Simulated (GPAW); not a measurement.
SnSe:

```
Sn Se
1.0
     0.00000    3.39084    3.39084
     3.39084    0.00000    3.39084
     3.39084    3.39084    0.00000
Sn Se
1 1
Direct
  0.00000 0.00000 0.00000
  0.75000 0.75000 0.75000
```

The cell was built by a generator and needn't be a form met in nature.

```yaml
Program: GPAW 26.7.0
Task: relaxation of cell and atoms
Functional: PBEsol
Dispersion: D3(BJ)+ATM
Potentials_or_basis: PAW data sets generated in the run's folder for this functional
Cutoff: 600 eV
Basis: pw
k_mesh: 7 × 7 × 7
Occupations: fermi-dirac, width 0.05 eV
Spin: no spin polarisation
```

At the start: pressure -2.4 GPa; volume 38.99 Å³/atom.

**Question.** How do energy, volume and symmetry change on relaxing?

**Answer.** Over 4 steps the energy falls by 16.9 meV/atom and the volume is 36.57 Å³/atom (-6.2 %); space group F-43m (No. 216, to 0.05 Å).

The path:
```
step  energy change (eV)  largest force (eV/Å)  pressure (GPa)  volume (Å³)
   1              0.0000                0.0000           -2.36        77.97
   2             -0.0124                0.0000           -1.91        77.02
   3             -0.0337                0.0000           -0.10        73.35
   4             -0.0337                0.0000           -0.02        73.15
```

Final structure:
```
Sn Se
1.0
     0.00000    3.31938    3.31938
     3.31938    0.00000    3.31938
     3.31938    3.31938    0.00000
Sn Se
1 1
Direct
  0.00000 0.00000 0.00000
  0.75000 0.75000 0.75000
```

Caveat: later steps reuse the first step's grids; pairwise dispersion overbinds metals, which lowers pressure and volume.
